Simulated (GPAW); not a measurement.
Wanted: an ASE script for a GPAW 26.7.0 run.

```yaml
Task: band structure
Functional: r2SCAN
Potentials_or_basis: GPAW PAW data sets (gpaw-data 1.2.1)
Cutoff: 600 eV
Basis: pw
k_mesh: 16 × 16 × 16
Occupations: fermi-dirac, width 0.05 eV
Spin: no spin polarisation
Maxiter: 150
Band_path: GXWKGLUWLK,UX
Band_points: 60
```

Cu:

```
Cu
1.0
     0.00000    1.80745    1.80745
     1.80745    0.00000    1.80745
     1.80745    1.80745    0.00000
Cu
1
Direct
  0.00000 0.00000 0.00000
```

One way to write it, as run:

run.py

```python
from ase import Atoms
from ase.dft.bandgap import bandgap
from ase.io import write
from ase.units import GPa
from gpaw import GPAW, PW

atoms = Atoms(['Cu'],
              cell=[[0.0, 1.80745, 1.80745],
                    [1.80745, 0.0, 1.80745],
                    [1.80745, 1.80745, 0.0]],
              scaled_positions=[[0.0, 0.0, 0.0]],
              pbc=True)

calc = GPAW(mode=PW(600),
            xc='MGGA_X_R2SCAN+MGGA_C_R2SCAN',
            kpts={'size': (16, 16, 16), 'gamma': True},
            occupations={'name': 'fermi-dirac', 'width': 0.05},
            nbands=14,
            convergence={'density': 1e-05, 'energy': 1e-05},
            maxiter=150,
            txt='gpaw.txt')
atoms.calc = calc
energy = atoms.get_potential_energy()
forces = atoms.get_forces()
stress = atoms.get_stress()
calc.write('gs.gpw')
write('result.traj', atoms)
print(f'Energy: {energy:.6f} eV')
print('Forces (eV/A):')
print(forces.round(4))
print('Stress (GPa):', (stress / GPa).round(3))
print('Fermi level:', round(calc.get_fermi_level(), 4), 'eV')
print(f'Gap: {bandgap(calc)[0]:.4f} eV, direct: {bandgap(calc, direct=True)[0]:.4f} eV')

path = atoms.cell.bandpath('GXWKGLUWLK,UX', npoints=60, eps=1e-4)
bs_calc = calc.fixed_density(kpts=path, symmetry='off', nbands=21,
                             convergence={'bands': 'CBM+6.0', 'eigenstates': 1e-6}, txt='bands.txt')
bs = bs_calc.band_structure()
bs.write('bs.json')
print(f'Gap on the path: {bandgap(bs_calc)[0]:.4f} eV')
```

Potentials or basis: GPAW PAW data sets (gpaw-data 1.2.1), pw.

Run with:

```sh
$ OMP_NUM_THREADS=1 python run.py
```

Results of the run:

```json
{"Pressure": "-3.1 GPa", "Band gap along the path": "none (metal or under the smearing width)"}
```

Caveat: with this Cu data set, volumes or pressures lay over 1.5 % or 2 GPa off other programs in two to four cells of ten; the PAW data sets were made with another functional, which shifts forces and pressure a little.

Wall time 70 s on 1 thread of Arm Neoverse V1 (shared host), peak memory 0.24 GiB.
